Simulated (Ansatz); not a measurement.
The first iterations of a band of a periodic cell of 18 atoms, Ba$_{3}$Ti$_{3}$H$_{2}$NO$_{9}$ (surface BaTiO3(001), adsorbate NH2).

All numbers below come from Ansatz 0.2.0, DFT PBE, scalar-relativistic, plane waves, PAW. Settings: cutoff 420 eV, k mesh 2x2x1, gaussian smearing 0.05 eV, spin collinear.

| Quantity | Value |
| --- | --- |
| movable images | 5 |
| climbing image | yes |
| spring | 5.0 eV/Å² |
| optimiser | quadratic models (default) |
| start path | IDPP |
| force threshold | 0.05 eV/Å |
| iteration limit | 14 |
| end points | relaxed |
| atoms held | 1 to 5 |

Initial state:

```xyz
18
Lattice="5.6547 0.0000 0.0000 -2.8273 4.8971 0.0000 0.0000 0.0000 18.7217" Properties=species:S:1:pos:R:3
Ba 0.000 0.000 1.000
Ti 0.000 3.265 2.085
O 0.000 4.869 1.099
O -1.389 2.463 1.099
O 1.389 2.463 1.099
Ba 2.829 1.638 3.179
Ti -0.001 -0.001 4.484
O 0.003 1.607 3.509
O 1.439 4.097 3.520
O -1.434 4.097 3.520
Ba 0.004 3.280 5.676
Ti 2.828 1.628 6.610
O 2.835 3.301 5.889
O 1.411 0.846 5.855
O 4.259 0.848 5.856
N -0.047 6.292 8.557
H -0.892 6.130 9.104
H 0.737 6.354 9.203
```

Final state:

Only the atoms that move by more than 0.05 Å are listed.
```
O13 2.793 3.280 5.869
O15 4.218 0.820 5.853
N16 0.200 6.461 8.560
H17 -0.398 6.878 9.272
H18 0.954 5.965 9.034
```

| iteration | highest image above the first end (eV) | largest band force component (eV/Å) |
| --- | --- | --- |
| 1 | 0.106 | 1.996 |
| 2 | 0.029 | 0.863 |

Problem. Does the band converge within its limit, and where does its top end?

Solution. It converged. It ended after 6 iterations with the highest image 0.000 eV above the first end. The top lies less than 8 meV above the higher end, about what the thresholds resolve: the motion is nearly free. The order of the point at the top wasn't checked. Limits of this set-up: coarse k mesh, thin slab, slab without dipole correction, a typed lattice constant that wasn't relaxed here.

Run time: 12 min on 2 threads of Intel(R) Xeon(R) 6975P-C (Granite Rapids), with other jobs on the host, peak memory 2.4 GiB.
